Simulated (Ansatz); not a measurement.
**MoNH3 (septet): wave-function methods side by side, def2-SVP**

The task here is to estimate one member of a computed series from the others.

Method: def2-SVP, core rule «outside noble gas», up to 5 orbitals frozen; program: Ansatz 0.2.0, Gaussian basis.

The runs, in order: UHF; CCSD(T) on ROHF; CCSD(T) on UHF; CISD as a restricted active space (open shells left free, so some higher excitations enter); CCSDT(Q) on ROHF; CCSDT(Q) on UHF; CASSCF and MRCISD+Q, 14 electrons in 13 orbitals; CASSCF and NEVPT2, 14 electrons in 13 orbitals.

8 further runs of the same task are left out: 2 for a known fault of the program, 1 that didn't finish, 5 set aside as unsound or not needed. Runs told in other sessions of the task aren't counted.

**The geometry**

The geometry is a PBE0/def2-TZVP stationary point (not a proven minimum) of the parent state, kept for this charge and spin. No spin-orbit coupling is included. Elements past krypton take def2 core potentials.

5 atoms, charge 0, spin multiplicity 7.

Atoms are counted from 1 here; the program's logs count them from 0.

Bond lengths: Mo1–N2 2.153 Å, N2–H3 1.019 Å, N2–H4 1.019 Å, N2–H5 1.019 Å. Angles: Mo1–N2–H3 110.2°, Mo1–N2–H4 110.2°, Mo1–N2–H5 110.2°, H3–N2–H4 108.7°, H3–N2–H5 108.7°, H4–N2–H5 108.7°.

Set-up of the first run:

Contents of in.yaml:

```yaml
crystal:
  periodic: [false, false, false]
  atoms:
    - {symbol: Mo, position_ang: [-0.333959, 0.002533, 0.002379]}
    - {symbol: N, position_ang: [1.818840, -0.013794, -0.012958]}
    - {symbol: H, position_ang: [2.163587, -0.972869, -0.010605]}
    - {symbol: H, position_ang: [2.180347, 0.465904, 0.810379]}
    - {symbol: H, position_ang: [2.168482, 0.457576, -0.846169]}
basis:
  gaussian: {orbitals: def2-SVP}
magnetization: {spin_polarized: true, initial_magnetization: 6}
hamiltonian: {xc: hf}
output: {orbitals: {seedname: orbitals}}
```

The run is started by

```bash
$ ansatz run in.yaml --threads 1 --pin off --events-out ev --progress --plain --max-ram 4096MiB --backend cpu
```

Among the steps run: UHF; CCSD(T) on ROHF; CCSD(T) on UHF; CISD as a restricted active space (open shells left free, so some higher excitations enter); CCSDT(Q) on ROHF; CCSDT(Q) on UHF; CASSCF and MRCISD+Q, 14 electrons in 13 orbitals; CASSCF and NEVPT2, 14 electrons in 13 orbitals.

One table of the session follows, with a row left open; its other results are not shown here.

It belongs to the step «Misses and costs». 

```
          method  from RCCSDT(Q) (meV)
            ROHF               +7654.0
             UHF               +7579.7
            RMP2                +780.5
            UMP2                +727.7
           RCCSD                +186.9
           UCCSD                +140.2
        RCCSD(T)                 +23.6
        UCCSD(T)                 -23.2
          RCCSDT                  +9.7
          UCCSDT                 -36.8
       RCCSDT(Q)                     0
       UCCSDT(Q)                 -46.9
  CASSCF valence                     ?
  NEVPT2 valence               +1304.3
  MRCISD valence                +417.0
MRCISD+Q valence                 +58.1
```

Q: Estimate the row for CASSCF valence from the others.

As computed: from RCCSDT(Q) (meV): +5657.8. In the column «from RCCSDT(Q) (meV)» it lies between NEVPT2 valence (+1304.3) and UHF (+7579.7).

Not comparable, so not listed: CISD as a restricted active space (open shells left free, so some higher excitations enter) (they don't share determinant, frozen orbitals or solution with the rows shown, or repeat one).

Caveats from the session: Restricted and unrestricted rows rest on different reference determinants; a gap between their highest levels can come from leftover correlation error, from unlike frozen cores or from another state.
